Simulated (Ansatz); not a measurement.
# B3LYP/cc-pVDZ run of GeH2Cl2O (SMILES [OH][GeH]([Cl])[Cl])

Aim: the energy change on altering one bond length of GeH2Cl2O at B3LYP/cc-pVDZ, from 2 runs. 

Program for the calculation: Ansatz 0.2.0.

65 further runs of the same task are left out: 1 that didn't finish, 64 set aside as unsound or not needed.

## (1) The molecule

The species is GeH2Cl2O (6 atoms), meant as a singlet with charge 0. SMILES: `[OH][GeH]([Cl])[Cl]`. The shape is that of a PBE0-D4/def2-TZVP optimisation. This is one conformer, not always the lowest.

Bond lengths: O1–Ge2 1.752 Å, Ge2–Cl3 2.137 Å, Ge2–Cl4 2.137 Å, O1–H5 0.961 Å, Ge2–H6 1.521 Å. Angles: O1–Ge2–Cl3 109.7°, O1–Ge2–Cl4 109.7°, Cl3–Ge2–Cl4 106.8°, O1–Ge2–H6 108.2°, Cl3–Ge2–H6 111.2°, Cl4–Ge2–H6 111.3°, Ge2–O1–H5 113.6°.

## (2) A single-point energy at B3LYP/cc-pVDZ

molecule.yaml reads:

```yaml
crystal:
  periodic: [false, false, false]
  atoms:
    - {symbol: O, position_ang: [-0.161000, 1.291000, -0.614200]}
    - {symbol: Ge, position_ang: [-0.065400, -0.148800, 0.378900]}
    - {symbol: Cl, position_ang: [1.948500, -0.862600, 0.421700]}
    - {symbol: Cl, position_ang: [-1.252400, -1.700600, -0.487400]}
    - {symbol: H, position_ang: [0.126400, 1.152000, -1.521000]}
    - {symbol: H, position_ang: [-0.554000, 0.204900, 1.775700]}
basis:
  gaussian: {orbitals: cc-pVDZ}
hamiltonian: {xc: {name: B3LYP}}
accuracy: high
output: {orbitals: {seedname: orbitals}}
```

Launch:

```bash
$ ansatz run molecule.yaml --threads 1 --pin off --max-ram 3480MiB --events-out events.jsonl --progress --plain --runs-dir runs
```

Standard output:

```text
Warning: RAYON_NUM_THREADS=1 ignored (pool sized by the plan → 1); use --threads N
Functional definition: B3LYP
  name "B3LYP"
  parameter a0 = 0.2
  parameter ax = 0.72
  parameter ac = 0.81
  exchange = (1 - a0 - ax)*slater_x + ax*b88_x + a0*exact_x
  correlation = (1 - ac)*vwn_rpa_c + ac*lyp_c
1946 factors; integrals over basis functions are off by at most 4.4e-9 eV
mean field evaluation 1: about -83642.5775 eV, gradient 5.2e1 eV
mean field evaluation 2: about -83626.1667 eV, gradient 1.0e2 eV
mean field evaluation 4: about -83647.3009 eV, gradient 4.7e0 eV
mean field evaluation 8: about -83647.4557 eV, gradient 2.0e-1 eV
mean field evaluation 16: about -83647.4558 eV, gradient 1.1e-5 eV
mean field -83647.45582000 eV, -3073.9873031030 hartree, gradient 5.7e-8 eV, S^2 0.000000; 0 other end points of the search recorded, 0 dependent functions left out
reference -83647.45585846 eV, -3073.9873045163 hartree; 38, 38 occupied and 49, 49 virtual orbitals, 1946 factors
Total energy: -83647.45585846 eV, -3073.9873045163 hartree
```

Wall time 4.2 s (1 thread of AMD EPYC 9R45 (Zen 5), shared host); peak memory 0.36 GiB.

## (3) The distorted shape at the same level

job.yaml reads:

```yaml
crystal:
  periodic: [false, false, false]
  atoms:
    - {symbol: O, position_ang: [-1.167923, 1.647890, -0.635599]}
    - {symbol: Ge, position_ang: [-1.072323, 0.208090, 0.357501]}
    - {symbol: Cl, position_ang: [1.948500, -0.862600, 0.421700]}
    - {symbol: Cl, position_ang: [-2.259323, -1.343710, -0.508799]}
    - {symbol: H, position_ang: [-0.880523, 1.508890, -1.542399]}
    - {symbol: H, position_ang: [-1.560923, 0.561790, 1.754301]}
basis:
  gaussian:
    orbitals: cc-pVDZ
output: {orbitals: {seedname: orbitals}}
hamiltonian:
  xc: {name: B3LYP}
total_charge: 0
accuracy: high
```

Launch:

```bash
$ ansatz run job.yaml --threads 1 --pin off --max-ram 3480MiB --events-out events.jsonl --progress --plain --runs-dir runs
```

Standard output:

```text
Warning: RAYON_NUM_THREADS=1 ignored (pool sized by the plan → 1); use --threads N
Functional definition: B3LYP
  name "B3LYP"
  parameter a0 = 0.2
  parameter ax = 0.72
  parameter ac = 0.81
  exchange = (1 - a0 - ax)*slater_x + ax*b88_x + a0*exact_x
  correlation = (1 - ac)*vwn_rpa_c + ac*lyp_c
1892 factors; integrals over basis functions are off by at most 4.4e-9 eV
mean field evaluation 1: about -83638.2516 eV, gradient 5.5e1 eV
mean field evaluation 2: about -83603.3989 eV, gradient 1.2e2 eV
mean field evaluation 4: about -83643.3450 eV, gradient 2.1e1 eV
mean field evaluation 8: about -83645.0682 eV, gradient 5.8e-1 eV
mean field evaluation 16: about -83645.1500 eV, gradient 7.7e-4 eV
mean field -83645.15002895 eV, -3073.9025668449 hartree, gradient 5.6e-8 eV, S^2 0.000000; 0 other end points of the search recorded, 0 dependent functions left out
reference -83645.15007000 eV, -3073.9025683535 hartree; 38, 38 occupied and 49, 49 virtual orbitals, 1892 factors
Total energy: -83645.15007000 eV, -3073.9025683535 hartree
```

Wall time 4.2 s (1 thread of AMD EPYC 9R45 (Zen 5), shared host); peak memory 0.36 GiB.

## (4) Summary of results

At B3LYP/cc-pVDZ:

| quantity | value |
| --- | --- |
| first shape: total energy | -3073.98730 Eh |
| first shape: HOMO energy | -8.74 eV |
| first shape: LUMO energy | -0.95 eV |
| first shape: HOMO–LUMO gap | 7.78 eV |
| distorted shape: total energy | -3073.90257 Eh |
| distorted shape: HOMO energy | -7.20 eV |
| distorted shape: LUMO energy | -4.52 eV |
| distorted shape: HOMO–LUMO gap | 2.68 eV |
| energy change with the Ge2–Cl3 bond stretched from 2.137 to 3.206 Å | 2.306 eV |

**Reading.** With the Ge2–Cl3 bond stretched from 2.137 to 3.206 Å the energy rises by 2.31 eV (222 kJ/mol). The first shape isn't relaxed at this level, so the change isn't measured from a minimum. A restricted reference can't describe the breaking bond well at this length.
